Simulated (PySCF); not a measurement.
# Nd(OH)4: other functionals and bases at one geometry

One table from this session's results is given with a row withheld; the runs are named, their logs left out.

Method: several levels, as the steps say, no spin–orbit coupling; program: PySCF 2.14.0.

1 further run of the same task is left out (for a known fault of the program).

## The starting structure

9 atoms, charge 0, spin multiplicity 1.

Bond lengths: Nd1–O2 2.047 Å, Nd1–O4 2.047 Å, Nd1–O6 2.047 Å, Nd1–O8 2.047 Å, O2–H3 0.957 Å, O4–H5 0.957 Å, O6–H7 0.957 Å, O8–H9 0.957 Å. Angles: O2–Nd1–O4 109.5°, O2–Nd1–O6 109.4°, O2–Nd1–O8 109.4°, O4–Nd1–O6 109.4°, O4–Nd1–O8 109.4°, O6–Nd1–O8 109.5°, Nd1–O2–H3 179.3°, Nd1–O4–H5 179.3°, Nd1–O6–H7 179.3°, Nd1–O8–H9 179.3°.

Coordinates:

```
atom    x (Å)    y (Å)    z (Å)
 Nd1   0.0000   0.0000   0.0000
  O2   1.2944   1.0586   1.1814
  H3   1.8953   1.5629   1.7293
  O4  -1.2944  -1.0586   1.1814
  H5  -1.8953  -1.5629   1.7293
  O6   1.0586  -1.2944  -1.1814
  H7   1.5629  -1.8953  -1.7293
  O8  -1.0586   1.2944  -1.1814
  H9  -1.5629   1.8953  -1.7293
```

Formal oxidation states: Nd +4. Each metal's 2 4f electrons lie in its core potential, so multiplicities, spins and levels count the valence alone. An earlier session relaxed this geometry at PBE0, Nd lcecp-2-SVP with ECP48, O def2-SVP, H def2-SVP (singlet, point group Td).

At PBE0 on the finer grid: E = -342.949690 Eh, frontier levels not given, since the 4f levels lie in the core, Mulliken charge on Nd1 +1.38 e, largest force component 0.010 eV/Å. 

Levels to run: TPSSh; HF; PBE0, TZVP. Hardware: 2 threads of Arm Neoverse V2, shared host.

Set-up of the first run:

The input, run.py (the lines that set the calculation):

```python
mol = gto.M(atom='''
Nd     0.00000     0.00000     0.00000
O      1.29442     1.05864     1.18137
H      1.89533     1.56287     1.72932
O     -1.29442    -1.05864     1.18137
H     -1.89533    -1.56287     1.72932
O      1.05864    -1.29442    -1.18137
H      1.56287    -1.89533    -1.72932
O     -1.05864     1.29442    -1.18137
H     -1.56287     1.89533    -1.72932''',
    basis={'Nd': 'lcecp-2-SVP', 'O': 'def2-SVP', 'H': 'def2-SVP'},
    ecp={'Nd': 'lcecp-2-SVP'},
    charge=0, spin=0)
mf = dft.RKS(mol, xc='TPSSH')
mf.grids.atom_grid = (75, 302)  # f atoms: unpruned, at least (60, 302)
mf = mf.density_fit()  # fitting sets: Nd AutoAux, O def2-universal-JKFIT, H def2-universal-JKFIT
mf.conv_tol = 1e-08; mf.max_cycle = 55
mf.kernel(dm0)  # dm0: the density of the relaxed state
```

Run with:

```sh
OMP_NUM_THREADS=2 python run.py
```

Steps of the session up to this table: TPSSh; HF; PBE0, TZVP.

One of the session's tables, all rows but one given; the rest of the session is left out.

```
              level  charge on Nd1 (e)  largest force component (eV/Å)
PBE0 (relaxed here)               1.38                            0.01
              TPSSh                  ?                               ?
                 HF               1.99                            0.85
         PBE0, TZVP               1.85                            0.27
```

Q: Estimate the row for TPSSh from the others.

**Answer.** charge on Nd1 (e): 1.32; largest force component (eV/Å): 0.19. In the column «charge on Nd1 (e)» it is the lowest.

The largest leftover force, 0.85 eV/Å with HF, stands at a geometry relaxed at another level. With 4f in the core, its levels are missing from HOMO and gap, and its count is fixed, so no charge can pass from the ligands into it. Total energies of different levels can't be compared.
